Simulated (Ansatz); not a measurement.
## C₂H₉PSi₂, SMILES P[SiH]1C[SiH2]C1: a geometry optimisation, step by step

Computed with the Ansatz DFT code, driven from Python.

The cells in order, each with its output:

In [1]:
```python
from dataclasses import dataclass
import warnings

import ansatz as az
import numpy as np
```

In [2]:
```python
@dataclass(frozen=True)
class RunConfig:
    basis_set: str = '6-31G*'
    functional: str = 'r2scan'
```

In [3]:
```python
cfg = RunConfig()
```

In [4]:
```python
warnings.simplefilter('ignore', az.DeckWarning)
```

In [5]:
```python
geometry_ang = [
    ('P', [1.3508, -0.8633, 2.1005]),
    ('Si', [-0.0643, -1.028, 0.4138]),
    ('C', [-1.3645, 0.3086, 0.4805]),
    ('Si', [-0.714, 1.1854, -1.0346]),
    ('C', [0.5783, -0.1606, -1.1084]),
    ('H', [2.4458, -1.4674, 1.3615]),
    ('H', [1.733, 0.4993, 1.7722]),
    ('H', [-0.5959, -2.374, 0.1556]),
    ('H', [-1.2762, 0.9334, 1.3929]),
    ('H', [-2.3843, -0.0969, 0.3191]),
    ('H', [-0.1312, 2.4952, -0.7089]),
    ('H', [-1.6535, 1.1176, -2.1634]),
    ('H', [1.6034, 0.2376, -0.9632]),
    ('H', [0.4725, -0.7871, -2.0176]),
]
c2h9psi2 = az.Crystal.molecule()
for symbol, xyz in geometry_ang:
    c2h9psi2 = c2h9psi2.atom(symbol, xyz)
```

In [6]:
```python
model = (
    c2h9psi2.calculation()
    .basis(gaussian=cfg.basis_set)
    .functional(cfg.functional)
)
symbols = [site.symbol for site in c2h9psi2.cartesian_sites]
start = np.array([site.position_ang for site in c2h9psi2.cartesian_sites], dtype=float)
def progress(event):
    if event['event'] == 'relax_step':
        row = event['data']
        print(f'step {row["step"]:3d}  E = {row["lagrangian_ev"]:.6f} eV  max force {row["allowed_force_max_ev_ang"]:.4f} eV/A')


data = model.relax(force_tolerance=0.01).session().plan().execute(on_event=progress).report
end = np.array(data['positions_ang'])
```
```text
step   1  E = -27259.484987 eV  max force 1.6541 eV/A
step   2  E = -27259.894750 eV  max force 1.0548 eV/A
step   3  E = -27259.970085 eV  max force 0.2688 eV/A
step   4  E = -27259.982090 eV  max force 0.0786 eV/A
step   5  E = -27259.985264 eV  max force 0.0469 eV/A
step   6  E = -27259.986697 eV  max force 0.0181 eV/A
step   7  E = -27259.986892 eV  max force 0.0091 eV/A
```

In [7]:
```python
print('reference energy %16.6f eV' % data['reference_energy_ev'])
print('total energy     %16.6f eV' % data['free_energy_ev'])
print('occupied (up, down):', data['n_occupied'], ' virtual:', data['n_virtual'], ' frozen:', data['n_frozen'])

print('final positions (A) and the move of each atom')
for symbol, xyz, old in zip(symbols, end, start):
    print(f'{symbol:2s} {xyz[0]:10.5f} {xyz[1]:10.5f} {xyz[2]:10.5f}   {np.linalg.norm(xyz - old):7.4f}')
with open('c2h9psi2_opt.xyz', 'w') as handle:
    handle.write(f'{len(symbols)}\nrelaxed C2H9PSi2\n')
    handle.writelines(f'{s:2s} {x:11.6f} {y:11.6f} {z:11.6f}\n' for s, (x, y, z) in zip(symbols, end))
```
```text
reference energy    -27259.986903 eV
total energy        -27259.986903 eV
occupied (up, down): [32, 32]  virtual: [73, 73]  frozen: 0
final positions (A) and the move of each atom
P     1.34777   -0.92145    2.18272    0.1008
Si   -0.01962   -0.95179    0.37740    0.0956
C    -1.42542    0.32875    0.52770    0.0797
Si   -0.72701    1.15982   -1.03917    0.0291
C     0.62463   -0.16934   -1.24136    0.1411
H     2.46264   -1.49925    1.50390    0.1469
H     1.78858    0.41519    1.94348    0.1987
H    -0.49839   -2.35727    0.20647    0.1112
H    -1.41761    0.94357    1.43492    0.1479
H    -2.43099   -0.09315    0.41327    0.1052
H    -0.18025    2.52621   -0.78928    0.0991
H    -1.69066    1.23114   -2.17690    0.1202
H     1.65666    0.19755   -1.21892    0.2643
H     0.50956   -0.81020   -2.12423    0.1152
```

File `c2h9psi2_opt.xyz` afterwards:
```text
14
relaxed C2H9PSi2
P     1.347771   -0.921448    2.182720
Si   -0.019620   -0.951785    0.377400
C    -1.425419    0.328749    0.527704
Si   -0.727007    1.159816   -1.039170
C     0.624634   -0.169338   -1.241364
H     2.462643   -1.499248    1.503895
H     1.788576    0.415193    1.943483
H    -0.498391   -2.357269    0.206472
H    -1.417609    0.943574    1.434925
H    -2.430988   -0.093155    0.413269
H    -0.180249    2.526210   -0.789283
H    -1.690663    1.231143   -2.176901
H     1.656664    0.197553   -1.218917
H     0.509557   -0.810195   -2.124234
```

Total energies depend on the basis set; only differences at equal settings carry meaning. The end point is the stationary point reached from this start; no frequency run checks that it is a minimum, and the basis set is modest. The bonding changed during the relaxation, so the end is another isomer than the start names. Finished in 86 s on 1 thread of Arm Neoverse V2 (shared host), peak memory 0.26 GiB.

(Lines on the test bed's own set-up are left out of the output.)
